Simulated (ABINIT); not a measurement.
Crystal: Bi2Te3 (Tellurobismuthite).

```
Bi Te
1.0
     2.19300    1.26613   10.16567
    -2.19300    1.26613   10.16567
     0.00000   -2.53226   10.16567
Bi Te
2 3
Direct
  0.60000 0.60000 0.60000
  0.40000 0.40000 0.40000
  0.79050 0.79050 0.79050
  0.20950 0.20950 0.20950
  0.00000 0.00000 0.00000
```

```yaml
Program: ABINIT 10.8.3 (patched build)
Task: relaxation of cell and atoms
Functional: LDA
Potentials_or_basis: JTH PAW LDA v2.0 sp
Cutoff: 272 eV
k_mesh: 5 × 5 × 5
Occupations: fermi-dirac, width 0.05 eV
Spin: no spin polarisation
```

At the start: pressure -1.7 GPa; volume 33.87 Å³/atom.

How do energy, volume and symmetry change on relaxing?

Over 15 steps the energy falls by 6.7 meV/atom and the volume is 32.66 Å³/atom (-3.6 %); space group R-3m (No. 166, to 0.05 Å).

The path:
```csv
step,energy change (eV),largest force (eV/Å),pressure (GPa),volume (Å³)
1,0.0000,0.1301,-1.72,169.36
2,-0.0096,0.1633,-1.09,168.47
3,-0.0174,0.0742,-0.78,167.61
4,-0.0227,0.0560,-0.46,166.39
5,-0.0270,0.0764,-0.20,165.08
6,-0.0314,0.0487,0.10,163.25
7,-0.0322,0.0036,0.06,163.25
8,-0.0324,0.0163,-0.02,163.41
9,-0.0327,0.0353,-0.01,163.42
10,-0.0331,0.0327,-0.04,163.39
11,-0.0332,0.0354,0.09,163.19
12,-0.0334,0.0030,0.01,163.22
13,-0.0334,0.0015,0.01,163.23
14,-0.0334,0.0006,0.01,163.25
15,-0.0334,0.0002,0.00,163.28
```

Final structure:
```
CELL_PARAMETERS angstrom
2.17791 1.25742 9.93728
-2.17791 1.25742 9.93728
0.00000 -2.51483 9.93728
ATOMIC_POSITIONS crystal
Bi 0.59989 0.59989 0.59989
Bi 0.40011 0.40011 0.40011
Te 0.79135 0.79135 0.79135
Te 0.20865 0.20865 0.20865
Te 0.00000 0.00000 0.00000
```

Caveat: this set keeps more shells in the core, which shifts pressures and gaps.
